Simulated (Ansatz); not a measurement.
# C3H8AlN: the cost of one run

All numbers below are computed with Ansatz 0.2.0 (RKS PBE0/STO-3G).

### 1 The structure to begin with

Bond lengths: C1–N2 1.219 Å, N2–Al3 1.912 Å, Al3–C4 1.913 Å, C4–C5 1.541 Å, C1–H6 1.114 Å, C1–H7 1.111 Å, Al3–H8 1.637 Å, C4–H9 1.097 Å, C4–H10 1.186 Å, C5–H11 1.124 Å, C5–H12 1.076 Å, C5–H13 1.071 Å. Angles (14 of 19 angles, heavy atoms first): C1–N2–Al3 122.4°, N2–Al3–C4 121.8°, Al3–C4–C5 114.5°, N2–C1–H6 124.2°, N2–C1–H7 122.5°, N2–Al3–H8 117.5°, C4–Al3–H8 120.6°, Al3–C4–H9 111.0°, Al3–C4–H10 107.5°, C5–C4–H9 112.0°, C5–C4–H10 106.7°, C4–C5–H11 108.5°, C4–C5–H12 110.6°, C4–C5–H13 107.0°.

Coordinates:

```xyz
13

C     0.2556    1.9675    2.0896
N     1.0960    1.0964    1.9477
Al    0.9659   -0.2396    0.5867
C    -0.4652   -0.2495   -0.6831
C    -0.4218   -1.4174   -1.6876
H     0.3087    2.7704    2.8603
H    -0.6262    2.0610    1.4197
H     2.1791   -1.3344    0.4831
H    -0.5511    0.7220   -1.1859
H    -1.4788   -0.3585   -0.0762
H    -0.4303   -2.3824   -1.1120
H    -1.2716   -1.3827   -2.3463
H     0.4601   -1.2875   -2.2813
```

### 2 Preparing the start

Input file input.yaml:

```yaml
crystal:
  periodic: [false, false, false]
  atoms:
    - { symbol: C, position_ang: [0.2556, 1.9675, 2.0896] }
    - { symbol: "N", position_ang: [1.096, 1.0964, 1.9477] }
    - { symbol: Al, position_ang: [0.9659, -0.2396, 0.5867] }
    - { symbol: C, position_ang: [-0.4652, -0.2495, -0.6831] }
    - { symbol: C, position_ang: [-0.4218, -1.4174, -1.6876] }
    - { symbol: H, position_ang: [0.3087, 2.7704, 2.8603] }
    - { symbol: H, position_ang: [-0.6262, 2.061, 1.4197] }
    - { symbol: H, position_ang: [2.1791, -1.3344, 0.4831] }
    - { symbol: H, position_ang: [-0.5511, 0.722, -1.1859] }
    - { symbol: H, position_ang: [-1.4788, -0.3585, -0.0762] }
    - { symbol: H, position_ang: [-0.4303, -2.3824, -1.112] }
    - { symbol: H, position_ang: [-1.2716, -1.3827, -2.3463] }
    - { symbol: H, position_ang: [0.4601, -1.2875, -2.2813] }
basis:
  gaussian: { orbitals: STO-3G }
hamiltonian:
  xc: pbe0
relax:
  f_tol: 0.02
  max_steps: 40
output:
  orbitals: {}
```

On the command line:

```bash
> ansatz run input.yaml --threads 1 --pin off --max-ram 2048MiB --backend cpu --events-out ev --progress --plain --runs-dir out
```

What time and memory should one allow on 1 thread of AMD EPYC 7B13 (Zen 3), shared host?

About 56 s, with a peak of 0.16 GiB.
